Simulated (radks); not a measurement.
**Polarisabilities and dispersion coefficients of Cu, Zn⁺, Ga²⁺ and others**

An exercise on one series of results from a longer session: the logs are not shown, and one member is left open.

Program: radks (a radial shooting solver on a logarithmic mesh, Libxc functionals) version 1. Level of theory: scalar-relativistic Kohn-Sham, LB94 model potential, spin-polarised, spherical densities, finite nucleus; open shells are filled with parallel spins first. These are calculated values, not measurements, unless marked.

## The system

| Property | Result |
| --- | --- |
| species | Cu ([Ar] 3d10 4s1), Zn⁺ ([Ar] 3d10 4s1), Ga²⁺ ([Ar] 3d10 4s1), Ge³⁺ ([Ar] 3d10 4s1), As⁴⁺ ([Ar] 3d10 4s1), Se⁵⁺ ([Ar] 3d10 4s1), Br⁶⁺ ([Ar] 3d10 4s1), Kr⁷⁺ ([Ar] 3d10 4s1), Rb⁸⁺ ([Ar] 3d10 4s1) |

LB94 adds a gradient term to the LDA potential that gives it a −1/r tail. It is a model potential with no energy functional, so Etot and Exc are not given.

The first run:

The run's settings:

```text
Z 29
configuration [Ar] 3d10 4s1
relativity scalar-relativistic
functional lda,pw
model_potential LB94
spin polarised
nucleus finite rms 3.8823 fm
c 137.035999084
response adiabatic LDA kernel
```

Steps of the session up to this table: Cu, [Ar] 3d10 4s1; Zn⁺, [Ar] 3d10 4s1; Ga²⁺, [Ar] 3d10 4s1; Ge³⁺, [Ar] 3d10 4s1; As⁴⁺, [Ar] 3d10 4s1; Se⁵⁺, [Ar] 3d10 4s1; Br⁶⁺, [Ar] 3d10 4s1; Kr⁷⁺, [Ar] 3d10 4s1; Rb⁸⁺, [Ar] 3d10 4s1.

One table of the session follows, with a row left open; its other results are not shown here.

```
species  −ε(HOMO) (eV)  α (bohr³)  α uncoupled (bohr³)  C6 (hartree bohr⁶)  C8 (hartree bohr⁸)
     Cu          9.082      29.20                42.96               162.5                6158
    Zn⁺         20.004      13.55                19.12               52.27                1156
   Ga²⁺         33.318      7.886                10.79               23.07               355.6
   Ge³⁺         48.790      5.144                6.886               12.00               140.4
   As⁴⁺         66.300      3.597                4.736               6.914               64.54
   Se⁵⁺              ?          ?                    ?                   ?                   ?
   Br⁶⁺         107.18      2.003                2.576               2.791               18.12
   Kr⁷⁺         130.48      1.562                1.991               1.896               10.57
   Rb⁸⁺         155.66      1.244                1.574               1.330               6.455
```

Estimate the missing values for Se⁵⁺.

The run gave: −ε(HOMO) (eV): 85.777; α (bohr³): 2.638; α uncoupled (bohr³): 3.428; C6 (hartree bohr⁶): 4.279; C8 (hartree bohr⁸): 32.93. In the column «−ε(HOMO) (eV)» it lies between As⁴⁺ (66.300) and Br⁶⁺ (107.18).

C8 is given only where no p, d or f shell is open.
